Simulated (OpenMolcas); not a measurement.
# HF/cc-pVTZ (RICD fitting, fitting threshold 0.0001) run of BCl2F (SMILES FB(Cl)Cl)

Aim: the vertical ionisation energy of BCl2F at HF/cc-pVTZ (RICD fitting, fitting threshold 0.0001), from 2 runs. 

The results are computed with OpenMolcas 26.06.

### 1 Starting point

The species is BCl2F (4 atoms), meant as a singlet with charge 0. SMILES: `FB(Cl)Cl`. Geometry: relaxed at PBE0-D4/def2-TZVP.

Bond lengths: F1–B2 1.310 Å, B2–Cl3 1.739 Å, B2–Cl4 1.739 Å. Angles: F1–B2–Cl3 119.3°, F1–B2–Cl4 119.3°, Cl3–B2–Cl4 121.5°.

### 2 Energy and forces at HF/cc-pVTZ (RICD fitting, fitting threshold 0.0001)

The input, geom.xyz:

```xyz
4

F      0.114370    -1.165320    -0.781190
B      0.007910    -0.080610    -0.054040
Cl    -1.549540     0.373780     0.571420
Cl     1.427260     0.872140     0.263810
```

The input, job.inp:

```
&GATEWAY
  BasLib = $CurrDir
  Coord = geom.xyz
  Basis = cc-pVTZ
  Group = NoSym
  RICD
  CDThreshold = 0.0001

&SEWARD

&SCF
  PrOrbitals = 0

&ALASKA
```

The basis set cc-pVTZ is read from a file made from the Basis Set Exchange's data (not shown).

On the command line:

```bash
$ export MOLCAS_MEM=1860
$ pymolcas job.inp > job.log
```

Log:

```text
--- Start Module: gateway ---
[...]
--- Stop Module: gateway /rc=_RC_ALL_IS_WELL_ ---
[...]
      Basis functions          128
[...]
--- Start Module: scf ---
[...]
       Convergence after  11 Iterations
[...]
::    Total SCF energy                              -1043.3576928244
[...]
      Total spin, S                                     0.0000000000
[...]
      Total electronic charge=   48.000000
      Total            charge=   -0.000000
[...]
      Dipole Moment (debye):
      Origin of the operator (angstrom)=   -0.0202    0.2055    0.1378
                   X= -2.5401E-02               Y=  2.5877E-01               Z=  1.7346E-01           Total=  3.1256E-01
      Quadrupole Moment (debye*angstrom):
[...]
--- Stop Module: scf /rc=_RC_ALL_IS_WELL_ ---
[...]
--- Start Module: alaska ---
[...]
 *              Molecular gradients               *
 **************************************************
  Irreducible representation: a
 ------------------------------------------------------------------------------------------
                              X                       Y                       Z
 ------------------------------------------------------------------------------------------
  F1                1.37907326514175E-03   -1.40453948315091E-02   -9.41524423996043E-03
  B2               -1.59224411139366E-03    1.62256091517088E-02    1.08760176931553E-02
  CL3               4.25980996661934E-03   -3.94402179118458E-04   -1.15930168757927E-03
  CL4              -4.04663912043191E-03   -1.78581214101392E-03   -3.01471765623784E-04
 ------------------------------------------------------------------------------------------
--- Stop Module: alaska /rc=_RC_ALL_IS_WELL_ ---
[...]
```

Wall time 9.9 s (1 thread of Arm Neoverse V1, shared host); peak memory 0.21 GiB.

### 3 The doublet cation, same level

geom.xyz is that of step 2.

The input, job.inp:

```
&GATEWAY
BasLib = $CurrDir
Coord = geom.xyz
Basis = cc-pVTZ
Group = NoSym
RICD
CDThreshold = 0.0001
&SEWARD
&SCF
UHF
Charge = 1
Spin = 2
PrOrbitals = 0
&ALASKA
```

The basis set cc-pVTZ is read from a file made from the Basis Set Exchange's data (not shown).

On the command line:

```bash
$ export MOLCAS_MEM=1860
$ pymolcas job.inp > job.log
```

Log:

```text
--- Start Module: gateway ---
[...]
--- Stop Module: gateway /rc=_RC_ALL_IS_WELL_ ---
[...]
      Basis functions          128
[...]
--- Start Module: scf ---
[...]
       Convergence after  20 Iterations
[...]
::    Total SCF energy                              -1042.9235545055
[...]
      Total spin, S                                     0.5189565989
[...]
      Total electronic charge=   47.000000
      Total            charge=    1.000000
[...]
      Dipole Moment (debye):
      Origin of the operator (angstrom)=   -0.0202    0.2055    0.1378
                   X= -1.5044E-01               Y=  1.5364E+00               Z=  1.0299E+00           Total=  1.8558E+00
      Center of Charge (angstrom)
[...]
--- Stop Module: scf /rc=_RC_ALL_IS_WELL_ ---
[...]
--- Start Module: alaska ---
[...]
 *              Molecular gradients               *
 **************************************************
  Irreducible representation: a
 ------------------------------------------------------------------------------------------
                              X                       Y                       Z
 ------------------------------------------------------------------------------------------
  F1                3.57115484428605E-03   -3.63921162716707E-02   -2.43954708618634E-02
  B2               -6.35689799600556E-03    6.48309792686428E-02    4.34584863132979E-02
  CL3              -7.16618469098407E-03   -1.56511282557261E-02   -8.64623846260226E-03
  CL4               9.95192784287369E-03   -1.27877347412504E-02   -1.04167769888597E-02
 ------------------------------------------------------------------------------------------
--- Stop Module: alaska /rc=_RC_ALL_IS_WELL_ ---
[...]
```

It took 20 s on 1 thread of Arm Neoverse V1, shared host; peak memory 0.21 GiB.

### 4 Outcome

At HF/cc-pVTZ (RICD fitting, fitting threshold 0.0001):

```
                                          quantity           value
                       singlet BCl2F: total energy  -1043.35769 Eh
                      singlet BCl2F: dipole moment          0.31 D
                        singlet BCl2F: HOMO energy       -12.85 eV
                        singlet BCl2F: LUMO energy         2.95 eV
                      singlet BCl2F: HOMO–LUMO gap        15.80 eV
           singlet BCl2F: largest force on an atom      1.008 eV/Å
                      doublet cation: total energy  -1042.92355 Eh
doublet cation: HOMO energy (highest over α and β)       -17.93 eV
 doublet cation: LUMO energy (lowest over α and β)       -10.78 eV
                              doublet cation: ⟨S²⟩           0.788
          doublet cation: largest force on an atom      4.027 eV/Å
vertical ionisation energy (to the doublet cation)       11.814 eV
```

**Reading.** Removing an electron at fixed nuclei costs 11.81 eV (1140 kJ/mol). The largest force (singlet BCl2F) is 1.01 eV/Å: the shape isn't a stationary point for this species at this level. The negative HOMO energy of the first species, 12.85 eV, lies 1.03 eV above that difference. Mulliken charges (doublet cation) run from -0.13 on F1 to +0.38 on Cl3; they depend strongly on the basis.
